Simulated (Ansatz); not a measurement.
Runs of Ansatz 0.2.0 on NbCu. The structure is cubic, space group Fm-3m (No. 225). The conventional cell has a = 5.124 Å, b = 5.124 Å, c = 5.124 Å, α = 90.00°, β = 90.00°, γ = 90.00°. Around Nb (site symmetry m-3m) lie 6 Cu at 2.56 Å. Cu (site symmetry m-3m) has 6 Nb at 2.56 Å as nearest neighbours. The cell was built by a generator and needn't be a form met in nature.

```tsv
task	level	cell	cutoff (eV)	gap on the mesh (eV)	pressure (GPa)
single point	r2SCAN50	as given	500	none	-6.8
relaxation of cell and atoms	HF	relaxed	420	none	0.0
single point	HF	as given	420	none	(a)
single point	r2SCAN0	as given	500	none	-5.3
single point	r2SCANh	as given	500	none	-4.2
```

Alike in all rows: potentials or basis Ansatz PAW; no spin polarisation; k mesh 5 × 5 × 5; smearing fermi-dirac 0.05 eV; the mesh is coarse, so values aren't converged.

**Question.** Estimate the missing entries.

**Answer.** (a) 5.4.

Caveats: all runs use coarse meshes; the PAW data sets come from PBE, with cores solved anew for the run's functional, which leaves a small shift of forces and pressure; the thresholds are loose for stress (some runs); the plane-wave basis is chosen anew once the cell has moved, so the energies of steps on either side of that aren't comparable (some runs).

A k mesh can miss the band edges, and the runs leave out spin-orbit coupling on Nb.

A gap of «none» marks a metal or a gap under the smearing width.
